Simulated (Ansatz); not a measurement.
**C₂H₅BF₂Si: a ladder of functionals and wavefunction methods**

One table from this session's results is given with a row withheld; the runs are named, their logs left out.

Program: Ansatz 0.2.0, Gaussian basis. Level of theory: functionals in def2-TZVPP, the program's frozen cores in correlated methods. These are calculated values, not measurements.

Plan: PBE-D4, r2SCAN-D4, PBE0-D4, B3LYP-D4, ωB97X-V, ωB97M-V, B2PLYP; CCSD(T)/def2-TZVPP; MP2/def2-QZVPP; extrapolation to the limit.

## Structure used throughout

All runs share one geometry, relaxed beforehand with PBE0-D4 in a triple-zeta def2 set.

11 atoms, charge 0, spin multiplicity 1.

Atoms are counted from 1 here; the program's logs count them from 0.

Bond lengths: B1–Si2 1.961 Å, B1–H7 1.194 Å, B1–H8 1.193 Å, Si2–C3 1.914 Å, Si2–C5 1.925 Å, Si2–H9 1.480 Å, C3–F4 1.364 Å, C3–C5 1.469 Å, C3–H10 1.089 Å, C5–F6 1.363 Å, C5–H11 1.088 Å. Angles: Si2–B1–H7 117.6°, Si2–B1–H8 123.2°, H7–B1–H8 119.2°, B1–Si2–C3 119.3°, B1–Si2–C5 112.8°, B1–Si2–H9 126.6°, C3–Si2–C5 45.0°, C3–Si2–H9 110.1°, C5–Si2–H9 116.0°, Si2–C3–F4 125.8°, Si2–C3–C5 67.9°, Si2–C3–H10 111.1°, F4–C3–C5 118.9°, F4–C3–H10 112.1°, C5–C3–H10 114.4°, Si2–C5–C3 67.1°, Si2–C5–F6 124.9°, Si2–C5–H11 111.8° and more.

The first run:

in.yaml

```yaml
crystal:
  periodic: [false, false, false]
  atoms:
    - {symbol: B, position_ang: [-0.192435, -2.105397, -0.205796]}
    - {symbol: Si, position_ang: [0.470991, -0.447771, 0.604444]}
    - {symbol: C, position_ang: [0.588015, 1.136445, -0.463842]}
    - {symbol: F, position_ang: [0.557850, 1.183565, -1.826826]}
    - {symbol: C, position_ang: [-0.680898, 1.057732, 0.272044]}
    - {symbol: F, position_ang: [-0.973398, 2.032011, 1.179103]}
    - {symbol: H, position_ang: [-0.944238, -2.007496, -1.128234]}
    - {symbol: H, position_ang: [0.116565, -3.190542, 0.181366]}
    - {symbol: H, position_ang: [1.360758, -0.335324, 1.781359]}
    - {symbol: H, position_ang: [1.307353, 1.839189, -0.044967]}
    - {symbol: H, position_ang: [-1.545263, 0.780489, -0.328250]}
basis:
  gaussian: {orbitals: def2-TZVPP}
hamiltonian: {xc: pbe, dispersion: d4}
output: {forces: true, orbitals: {seedname: orbitals}}
```

Run with:

```
$ ansatz run in.yaml --threads 4 --pin off --events-out ev --progress --plain --max-ram 10444MiB
```

Among the steps run: PBE-D4 (GGA); r2SCAN-D4 (meta-GGA); PBE0-D4 (hybrid); B3LYP-D4 (hybrid); ωB97X-V (range-separated); ωB97M-V (range-separated); B2PLYP (double hybrid); CCSD(T) in def2-TZVPP; MP2 in def2-QZVPP.

One table of the session follows, with a row left open; its other results are not shown here.

```
            method  atomisation energy (kcal/mol)
            PBE-D4                          972.2
         r2SCAN-D4                          950.4
           PBE0-D4                          948.4
          B3LYP-D4                          940.8
           ωB97X-V                          945.4
           ωB97M-V                          944.1
            B2PLYP                          929.6
     HF/def2-TZVPP                              ?
    MP2/def2-TZVPP                          933.3
   CCSD/def2-TZVPP                          894.7
CCSD(T)/def2-TZVPP                          911.4
           MP2/CBS                          958.3
       CCSD(T)/CBS                          936.4
```

Estimate the missing values for HF/def2-TZVPP.

The run gave: atomisation energy (kcal/mol): 674.3. In the column «atomisation energy (kcal/mol)» it is the lowest.
